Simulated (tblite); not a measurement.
# C2H9FO2Si2: the cost of one run

Programs: tblite 0.8.0 and PySCF 2.14.0. All values are calculated, for the isolated system unless a continuum is named. Atoms count from 0, parts from 1.

## Step 1: Starting point

16 atoms, charge 0, multiplicity 1; geometry: distance geometry start.

## Step 2: Relaxing the cluster with GFN2-xTB

What the job is given:

```
{"job": {"kind": "relax", "xc": "GFN2-xTB", "basis": "xTB"}, "charge": 0, "multiplicity": 1}
Si     0.950380    -0.453097     0.277730
C      0.939647     1.395594     0.510675
Si    -0.790723     2.036194     0.392607
F      0.444735    -1.185240     1.697466
O     -0.162335    -0.870256    -1.033189
C      0.020944    -0.576983    -2.351014
O      2.582986    -0.980614    -0.150681
H      1.332070     1.643744     1.443067
H      1.522193     1.823231    -0.230304
H     -1.052702     2.841251     1.548792
H     -1.680328     0.921416     0.377958
H     -0.922076     2.803684    -0.789441
H      0.347085    -1.440568    -2.853680
H     -0.863403    -0.242948    -2.799979
H      0.750868     0.144472    -2.470263
H      3.065358    -0.736353    -0.939146
```

Method: GFN2-xTB geometry optimisation, gas phase.

Started as:

```console
> OMP_NUM_THREADS=1 python cluster_run.py task.json out
```

One launch serves the whole session: the jobs run in the order shown.

**Question.** How long does this first job take on 1 thread of Arm Neoverse V2, shared host?

About 3.2 s.
